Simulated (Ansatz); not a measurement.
# FH12NO3Si4: the cost of one run

Method: PBE0-D4, def2-SVP first, then def2-TZVP; program: Ansatz 0.2.0, Gaussian basis.

152 further runs of the same task are left out: 1 that didn't finish, 151 set aside as unsound or not needed.

## 1. The starting structure

The guess: 21 atoms, charge 0, spin multiplicity 1.

Atoms are counted from 1 here; the program's logs count them from 0.

Bond lengths: Si1–O4 1.598 Å, Si1–O6 1.598 Å, Si1–F8 1.635 Å, Si1–N10 1.822 Å, O2–Si3 1.597 Å, O2–H9 1.235 Å, Si3–H11 1.471 Å, Si3–H12 1.471 Å, Si3–H13 1.466 Å, O4–Si5 1.627 Å, Si5–H14 1.462 Å, Si5–H15 1.462 Å, Si5–H16 1.463 Å, O6–Si7 1.627 Å, Si7–H17 1.462 Å, Si7–H18 1.462 Å, Si7–H19 1.463 Å, H9–N10 1.243 Å and more. Angles: O4–Si1–O6 121.9°, O4–Si1–F8 98.6°, O4–Si1–N10 116.7°, O6–Si1–F8 98.7°, O6–Si1–N10 116.3°, F8–Si1–N10 95.3°, Si3–O2–H9 134.8°, O2–Si3–H11 108.5°, O2–Si3–H12 107.9°, O2–Si3–H13 110.4°, H11–Si3–H12 109.1°, H11–Si3–H13 110.3°, H12–Si3–H13 110.5°, Si1–O4–Si5 148.9°, O4–Si5–H14 101.5°, O4–Si5–H15 108.0°, O4–Si5–H16 109.6°, H14–Si5–H15 112.5° and more.

Geometry (Å):

```
Si    0.55360   -0.46700    1.19080
O     0.59630    0.95300   -0.43100
Si    0.04380    1.61520   -1.77510
O    -0.91890    0.04240    1.54700
Si   -2.43080    0.38730    1.05550
O     0.80930   -1.62970    0.12410
Si    0.36750   -2.35570   -1.26310
F     0.85590   -1.31390    2.55660
H     1.50770    1.21730    0.35920
N     1.91230    0.72410    1.42650
H    -0.36810    2.99630   -1.47950
H     1.14240    1.64000   -2.75300
H    -1.09070    0.84600   -2.29630
H    -3.17790    0.27030    2.30720
H    -2.43380    1.75010    0.52680
H    -2.85700   -0.58970    0.05390
H     0.84750   -1.55190   -2.38550
H     1.06710   -3.63470   -1.15000
H    -1.08780   -2.50830   -1.28370
H     2.83530    0.31150    1.41480
H     1.82630    1.29770    2.25480
```

Distances that are to change: Si1–N10 1.82 Å, O2–H9 1.23 Å, Si1–O2 2.16 Å, H9–N10 1.24 Å.

## 2. Constrained relaxation of the guess

Input file hold/in.yaml:

```yaml
crystal:
  periodic: [false, false, false]
  atoms:
    - {symbol: Si, position_ang: [0.553600, -0.467000, 1.190800]}
    - {symbol: O, position_ang: [0.596300, 0.953000, -0.431000]}
    - {symbol: Si, position_ang: [0.043800, 1.615200, -1.775100]}
    - {symbol: O, position_ang: [-0.918900, 0.042400, 1.547000]}
    - {symbol: Si, position_ang: [-2.430800, 0.387300, 1.055500]}
    - {symbol: O, position_ang: [0.809300, -1.629700, 0.124100]}
    - {symbol: Si, position_ang: [0.367500, -2.355700, -1.263100]}
    - {symbol: F, position_ang: [0.855900, -1.313900, 2.556600]}
    - {symbol: H, position_ang: [1.507700, 1.217300, 0.359200]}
    - {symbol: N, position_ang: [1.912300, 0.724100, 1.426500]}
    - {symbol: H, position_ang: [-0.368100, 2.996300, -1.479500]}
    - {symbol: H, position_ang: [1.142400, 1.640000, -2.753000]}
    - {symbol: H, position_ang: [-1.090700, 0.846000, -2.296300]}
    - {symbol: H, position_ang: [-3.177900, 0.270300, 2.307200]}
    - {symbol: H, position_ang: [-2.433800, 1.750100, 0.526800]}
    - {symbol: H, position_ang: [-2.857000, -0.589700, 0.053900]}
    - {symbol: H, position_ang: [0.847500, -1.551900, -2.385500]}
    - {symbol: H, position_ang: [1.067100, -3.634700, -1.150000]}
    - {symbol: H, position_ang: [-1.087800, -2.508300, -1.283700]}
    - {symbol: H, position_ang: [2.835300, 0.311500, 1.414800]}
    - {symbol: H, position_ang: [1.826300, 1.297700, 2.254800]}
basis:
  gaussian: {orbitals: def2-SVP}
hamiltonian: {xc: pbe0, dispersion: d4}
relax: {f_tol: 0.04, max_steps: 150, escape_saddle: false, constraints: [{distance: [0, 9]}, {distance: [1, 8]}, {distance: [0, 1]}, {distance: [8, 9]}]}
```

Run with:

```bash
ansatz run in.yaml --threads 4 --pin off --events-out ev --progress --plain --max-ram 46080MiB --backend cuda --devices 0, --max-vram 37GiB
```

**Question.** How long does this run take on 1 × a share of an NVIDIA H100 with 4 threads of AMD EPYC 7R13, shared host?

About 85 s.
